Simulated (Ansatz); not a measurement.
**C2H9FGeOSi: taking an electron away**

An exercise on one series of results from a longer session: the logs are not shown, and one member is left open.

Method: unrestricted cation, the program's frozen cores in correlated methods; program: Ansatz 0.2.0, Gaussian basis.

Plan: UKS PBE-D4/def2-TZVPP; UKS r2SCAN-D4/def2-TZVPP; UKS PBE0-D4/def2-TZVPP; UKS B3LYP-D4/def2-TZVPP; UKS wB97X-V/def2-TZVPP; UKS wB97M-V/def2-TZVPP; UKS B2PLYP/def2-TZVPP; UHF-CCSD(T)/def2-TZVPP; UHF-MP2/def2-QZVPP; extrapolation to the limit; then −ε(HOMO) from the neutral's earlier runs with LDA (SPW92), PBE-D4, revPBE-D4, BLYP-D4, r2SCAN-D4, B97M-V, PBE0-D4, B3LYP-D4, r2SCANh-D4, r2SCAN0-D4, HSE06-D4, BHLYP-D4, CAM-B3LYP-D4, LC-ωPBE, ωB97X-V, ωB97M-V.

**The relaxed structure**

The geometry comes from an earlier relaxation with PBE0-D4 in a triple-zeta def2 set; it is a stationary point, not always the lowest conformer.

SMILES `CO[Si](C)(F)[GeH3]`, 15 atoms, charge 0, spin multiplicity 1.

Atoms are counted from 1 here; the program's logs count them from 0.

Bond lengths: C1–O2 1.411 Å, C1–H7 1.094 Å, C1–H8 1.096 Å, C1–H9 1.091 Å, O2–Si3 1.632 Å, Si3–C4 1.848 Å, Si3–F5 1.608 Å, Si3–Ge6 2.389 Å, C4–H10 1.092 Å, C4–H11 1.092 Å, C4–H12 1.093 Å, Ge6–H13 1.539 Å, Ge6–H14 1.540 Å, Ge6–H15 1.539 Å. Angles: O2–C1–H7 111.0°, O2–C1–H8 111.7°, O2–C1–H9 108.2°, H7–C1–H8 108.6°, H7–C1–H9 108.8°, H8–C1–H9 108.5°, C1–O2–Si3 125.8°, O2–Si3–C4 107.1°, O2–Si3–F5 109.0°, O2–Si3–Ge6 111.6°, C4–Si3–F5 108.8°, C4–Si3–Ge6 114.4°, F5–Si3–Ge6 105.8°, Si3–C4–H10 110.6°, Si3–C4–H11 110.8°, Si3–C4–H12 110.0°, H10–C4–H11 108.4°, H10–C4–H12 108.4° and more.

The first run:

File in.yaml:

```yaml
crystal:
  periodic: [false, false, false]
  atoms:
    - {symbol: C, position_ang: [-0.714783, 2.214870, -0.255477]}
    - {symbol: O, position_ang: [-0.544045, 0.958604, -0.873895]}
    - {symbol: Si, position_ang: [-0.420475, -0.475430, -0.105150]}
    - {symbol: C, position_ang: [-0.214712, -1.772105, -1.405035]}
    - {symbol: F, position_ang: [-1.784352, -0.757921, 0.697689]}
    - {symbol: Ge, position_ang: [1.309865, -0.444267, 1.541525]}
    - {symbol: H, position_ang: [-1.720035, 2.311406, 0.164716]}
    - {symbol: H, position_ang: [0.016083, 2.374405, 0.545233]}
    - {symbol: H, position_ang: [-0.573829, 2.988183, -1.011703]}
    - {symbol: H, position_ang: [0.711362, -1.614414, -1.962150]}
    - {symbol: H, position_ang: [-0.183820, -2.768217, -0.958044]}
    - {symbol: H, position_ang: [-1.050727, -1.732739, -2.108020]}
    - {symbol: H, position_ang: [1.076951, 0.641710, 2.606803]}
    - {symbol: H, position_ang: [2.678037, -0.174821, 0.888858]}
    - {symbol: H, position_ang: [1.392582, -1.800063, 2.264048]}
basis:
  gaussian: {orbitals: def2-TZVPP}
total_charge: 1
magnetization: {spin_polarized: true, initial_magnetization: 1}
hamiltonian: {xc: pbe, dispersion: d4}
```

Launch:

```sh
$ ansatz run in.yaml --threads 2 --pin off --events-out ev --progress --plain --max-ram 32768MiB --backend cuda --devices 0, --max-vram 18GiB
```

Among the steps run: Cation, UKS PBE-D4/def2-TZVPP; Cation, UKS r2SCAN-D4/def2-TZVPP; Cation, UKS PBE0-D4/def2-TZVPP; Cation, UKS B3LYP-D4/def2-TZVPP; Cation, UKS wB97X-V/def2-TZVPP; Cation, UKS wB97M-V/def2-TZVPP; Cation, UKS B2PLYP (frozen core)/def2-TZVPP; Cation, UHF-CCSD(T)/def2-TZVPP; Cation, UHF-MP2/def2-QZVPP.

One table of the session follows, with a row left open; its other results are not shown here.

For comparison, −ε(HOMO) of the neutral from earlier runs:

```
  functional  −ε(HOMO) (eV)
 LDA (SPW92)           6.61
      PBE-D4           6.48
   revPBE-D4           6.43
     BLYP-D4           6.37
   r2SCAN-D4           6.77
      B97M-V           6.87
     PBE0-D4           7.72
    B3LYP-D4           7.52
  r2SCANh-D4           7.23
  r2SCAN0-D4           7.91
    HSE06-D4           7.32
    BHLYP-D4           8.86
CAM-B3LYP-D4           9.02
     LC-ωPBE          10.29
     ωB97X-V           9.98
     ωB97M-V              ?
```

Estimate the missing values for ωB97M-V.

As computed: −ε(HOMO) (eV): 9.80. In the column «−ε(HOMO) (eV)» it lies between CAM-B3LYP-D4 (9.02) and ωB97X-V (9.98).
